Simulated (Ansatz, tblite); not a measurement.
# C42H34Si2: rung by rung

One table from this session's results is given with a row withheld; the runs are named, their logs left out.

The runs use Ansatz 0.2.0, Gaussian basis; as each input shows.

The runs, in order: GFN1-xTB, GFN2-xTB, PBE-D4/def2-TZVP, r2SCAN-D4/def2-TZVP, PBE-D4/def2-SVP, PBE0-D4/def2-SVP.

1 further run of the same task is left out (set aside as unsound or not needed).

## The geometry

The geometry is that of the singlet, from an earlier relaxation (PBE-D4/def2-SVP).

SMILES `C[Si](C)(C)C#CC#Cc1ccc(C#Cc2ccc(C#Cc3ccc(C#Cc4ccc(C#C[Si](C)(C)C)cc4)cc3)cc2)cc1`, 78 atoms, charge 0, spin multiplicity 1.

Bond lengths: C1–Si2 1.890 Å, C1–H45 1.109 Å, C1–H46 1.110 Å, C1–H47 1.109 Å, Si2–C3 1.890 Å, Si2–C4 1.890 Å, Si2–C5 1.849 Å, C3–H48 1.109 Å, C3–H49 1.110 Å, C3–H50 1.109 Å, C4–H51 1.109 Å, C4–H52 1.109 Å, C4–H53 1.110 Å, C5–C6 1.244 Å, C6–C7 1.360 Å, C7–C8 1.240 Å, C8–C9 1.417 Å, C9–C10 1.422 Å and more. Angles: Si2–C1–H45 111.0°, Si2–C1–H46 110.4°, Si2–C1–H47 111.0°, H45–C1–H46 108.1°, H45–C1–H47 108.0°, H46–C1–H47 108.1°, C1–Si2–C3 110.6°, C1–Si2–C4 110.6°, C1–Si2–C5 108.2°, C3–Si2–C4 110.7°, C3–Si2–C5 108.3°, C4–Si2–C5 108.3°, Si2–C3–H48 111.0°, Si2–C3–H49 110.4°, Si2–C3–H50 111.1°, H48–C3–H49 108.1°, H48–C3–H50 108.0°, H49–C3–H50 108.1° and more.

PBE0-D4/def2-TZVP was run before; its log isn't repeated, and its numbers join the tables.

The first run:

Tight binding, by tblite at 300 K electronic temperature and without a spin-polarisation term:

```python
tblite.interface.Calculator('GFN1-xTB', numbers, positions, charge=0, uhf=0).singlepoint()
```

Tight binding, by tblite at 300 K electronic temperature and without a spin-polarisation term:

```python
tblite.interface.Calculator('GFN2-xTB', numbers, positions, charge=0, uhf=0).singlepoint()
```

start.molden holds the orbitals of an earlier run on this state, given as this run's starting guess.

Contents of in.yaml:

```yaml
crystal:
  periodic: [false, false, false]
  atoms:
    - {symbol: C, position_ang: [17.215344, 5.315314, -5.038622]}
    - {symbol: Si, position_ang: [17.199709, 3.662153, -4.121931]}
    - {symbol: C, position_ang: [18.207679, 3.775964, -2.527128]}
    - {symbol: C, position_ang: [17.858775, 2.280351, -5.230410]}
    - {symbol: C, position_ang: [15.449395, 3.264076, -3.676344]}
    - {symbol: C, position_ang: [14.270304, 3.001086, -3.380633]}
    - {symbol: C, position_ang: [12.980218, 2.714980, -3.058680]}
    - {symbol: C, position_ang: [11.803009, 2.456331, -2.766937]}
    - {symbol: C, position_ang: [10.456483, 2.163933, -2.436880]}
    - {symbol: C, position_ang: [9.894795, 2.607752, -1.207862]}
    - {symbol: C, position_ang: [8.570299, 2.323616, -0.886546]}
    - {symbol: C, position_ang: [7.746229, 1.583915, -1.778385]}
    - {symbol: C, position_ang: [6.394648, 1.299833, -1.453494]}
    - {symbol: C, position_ang: [5.217716, 1.055441, -1.173651]}
    - {symbol: C, position_ang: [3.863556, 0.776805, -0.854766]}
    - {symbol: C, position_ang: [3.015243, 0.122108, -1.789686]}
    - {symbol: C, position_ang: [1.685137, -0.147333, -1.479097]}
    - {symbol: C, position_ang: [1.142700, 0.219655, -0.216670]}
    - {symbol: C, position_ang: [-0.213007, -0.055372, 0.099359]}
    - {symbol: C, position_ang: [-1.392540, -0.294435, 0.372667]}
    - {symbol: C, position_ang: [-2.748911, -0.570336, 0.685787]}
    - {symbol: C, position_ang: [-3.654115, -1.007236, -0.319497]}
    - {symbol: C, position_ang: [-4.985067, -1.277397, -0.012899]}
    - {symbol: C, position_ang: [-5.471975, -1.128794, 1.314345]}
    - {symbol: C, position_ang: [-6.827626, -1.408587, 1.627298]}
    - {symbol: C, position_ang: [-8.005917, -1.654373, 1.898996]}
    - {symbol: C, position_ang: [-9.360912, -1.940345, 2.211685]}
    - {symbol: C, position_ang: [-9.819398, -1.912164, 3.557272]}
    - {symbol: C, position_ang: [-11.148216, -2.197399, 3.863809]}
    - {symbol: C, position_ang: [-12.077527, -2.521941, 2.839332]}
    - {symbol: C, position_ang: [-13.434741, -2.816007, 3.153286]}
    - {symbol: C, position_ang: [-14.613129, -3.073647, 3.425672]}
    - {symbol: Si, position_ang: [-16.373591, -3.464294, 3.833970]}
    - {symbol: C, position_ang: [-16.394430, -4.796045, 5.175949]}
    - {symbol: C, position_ang: [-17.225893, -4.089065, 2.266651]}
    - {symbol: C, position_ang: [-17.209046, -1.887007, 4.458039]}
    - {symbol: C, position_ang: [-11.620029, -2.550246, 1.494536]}
    - {symbol: C, position_ang: [-10.291086, -2.266757, 1.187065]}
    - {symbol: C, position_ang: [-4.566274, -0.693568, 2.319868]}
    - {symbol: C, position_ang: [-3.236366, -0.418965, 2.012465]}
    - {symbol: C, position_ang: [1.991983, 0.871415, 0.719476]}
    - {symbol: C, position_ang: [3.320924, 1.144927, 0.407220]}
    - {symbol: C, position_ang: [8.308133, 1.141233, -3.007177]}
    - {symbol: C, position_ang: [9.632796, 1.423490, -3.329215]}
    - {symbol: H, position_ang: [16.806993, 6.126681, -4.403003]}
    - {symbol: H, position_ang: [18.252578, 5.588706, -5.324128]}
    - {symbol: H, position_ang: [16.605202, 5.263554, -5.962813]}
    - {symbol: H, position_ang: [17.810485, 4.568162, -1.860960]}
    - {symbol: H, position_ang: [19.266831, 4.016353, -2.756205]}
    - {symbol: H, position_ang: [18.183912, 2.816802, -1.971662]}
    - {symbol: H, position_ang: [17.830550, 1.302989, -4.707852]}
    - {symbol: H, position_ang: [17.256083, 2.191679, -6.156703]}
    - {symbol: H, position_ang: [18.910061, 2.486575, -5.520807]}
    - {symbol: H, position_ang: [10.522565, 3.181166, -0.510807]}
    - {symbol: H, position_ang: [8.146384, 2.672161, 0.066220]}
    - {symbol: H, position_ang: [3.424260, -0.169368, -2.768110]}
    - {symbol: H, position_ang: [1.038225, -0.652641, -2.211034]}
    - {symbol: H, position_ang: [-3.288896, -1.127349, -1.349392]}
    - {symbol: H, position_ang: [-5.676449, -1.611873, -0.799380]}
    - {symbol: H, position_ang: [-9.108639, -1.662058, 4.358927]}
    - {symbol: H, position_ang: [-11.492034, -2.173515, 4.908595]}
    - {symbol: H, position_ang: [-17.438202, -5.056611, 5.449190]}
    - {symbol: H, position_ang: [-15.876026, -4.445857, 6.091394]}
    - {symbol: H, position_ang: [-15.888273, -5.719157, 4.828162]}
    - {symbol: H, position_ang: [-18.288318, -4.335505, 2.472591]}
    - {symbol: H, position_ang: [-17.199462, -3.321500, 1.466897]}
    - {symbol: H, position_ang: [-16.729125, -5.002362, 1.881251]}
    - {symbol: H, position_ang: [-17.183896, -1.091275, 3.686384]}
    - {symbol: H, position_ang: [-18.270490, -2.085375, 4.715046]}
    - {symbol: H, position_ang: [-16.701442, -1.500291, 5.364761]}
    - {symbol: H, position_ang: [-12.331750, -2.799870, 0.693595]}
    - {symbol: H, position_ang: [-9.948164, -2.291315, 0.141979]}
    - {symbol: H, position_ang: [-4.931101, -0.575230, 3.350119]}
    - {symbol: H, position_ang: [-2.545557, -0.082693, 2.798680]}
    - {symbol: H, position_ang: [1.583431, 1.161452, 1.698519]}
    - {symbol: H, position_ang: [3.967373, 1.651519, 1.138701]}
    - {symbol: H, position_ang: [7.680490, 0.568083, -3.704676]}
    - {symbol: H, position_ang: [10.057115, 1.074942, -4.281718]}
basis:
  gaussian: {orbitals: def2-TZVP, fitting: {mean_field: def2-universal-jkfit}, initial_orbitals: start.molden}
hamiltonian: {xc: pbe, dispersion: d4}
scf: {omitted_lower_state_checks: [starts]}
output: {forces: true, orbitals: {seedname: orbitals}}
```

Started as:

```
ansatz run in.yaml --threads 5 --pin off --events-out ev --progress --plain --max-ram 66560MiB --backend cuda --devices 0, --max-vram 37GiB
```

Among the steps run: PBE-D4/def2-TZVP; r2SCAN-D4/def2-TZVP; PBE-D4/def2-SVP; PBE0-D4/def2-SVP.

One of the session's tables, all rows but one given; the rest of the session is left out.

It belongs to the step «Binding energy». 

| level | binding an atom (eV) |
| --- | --- |
| PBE-D4/def2-SVP | 5.351 |
| PBE-D4/def2-TZVP | 5.283 |
| r2SCAN-D4/def2-TZVP | 5.122 |
| PBE0-D4/def2-SVP | 5.239 |
| PBE0-D4/def2-TZVP | ? |

**Question.** Estimate the row for PBE0-D4/def2-TZVP.

The run gave: binding an atom (eV): 5.167. In the column «binding an atom (eV)» it lies between r2SCAN-D4/def2-TZVP (5.122) and PBE0-D4/def2-SVP (5.239).

To keep in mind: Free atoms were run apart at each level; binding is atoms less cluster, divided by the number of atoms, without zero-point or spin-orbit terms.
